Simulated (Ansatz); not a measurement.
CrN2:

```
Cr N
1.0
     3.90179    0.00000    0.00000
     0.00000    4.80951    0.00000
     0.00000    0.00000    2.78417
Cr N
2 4
Direct
  0.00000 0.00000 0.00000
  0.50000 0.50000 0.50000
  0.86617 0.58878 0.00000
  0.13383 0.41123 0.00000
  0.36617 0.91122 0.50000
  0.63383 0.08878 0.50000
```

The cell comes from a database or a generator and needn't be the stable form of this composition.

Base run:

* Program: Ansatz 0.2.0
* Functional: PBE
* Potentials or basis: Ansatz PAW
* Cutoff: 420 eV (not typed: the program's choice for these potentials)
* k mesh: 7 × 6 × 10
* Occupations: fermi-dirac, width 0.05 eV
* Spin: collinear spin, ferromagnetic start
* Starting moments: [3.0, 3.0, 0.0, 0.0, 0.0, 0.0] μB

Its results: band gap on the k mesh none (metal or under the smearing width); pressure -1.0 GPa; net moment 4.25 μB per cell; site moments Cr +1.90; N -0.06 μB; largest force 0.079 eV/Å.

Problem. The run is repeated on the same cell with these changes: functional from PBE to r2SCAN; cutoff from 420 eV (not typed: the program's choice for these potentials) to 500 eV (not typed: the program's choice for these potentials). What comes out?

Solution. Band gap on the k mesh none (metal or under the smearing width); pressure -2.7 GPa; net moment 4.38 μB per cell; site moments Cr +2.11; N -0.10 μB; largest force 0.036 eV/Å.

Caveats: only a ferromagnetic start was run, and an antiferromagnetic order may lie lower in energy; the magnetic or orbital state may not be the lowest (some runs); the PAW data sets come from PBE, with cores solved anew for the run's functional, which leaves a small shift of forces and pressure (some runs).
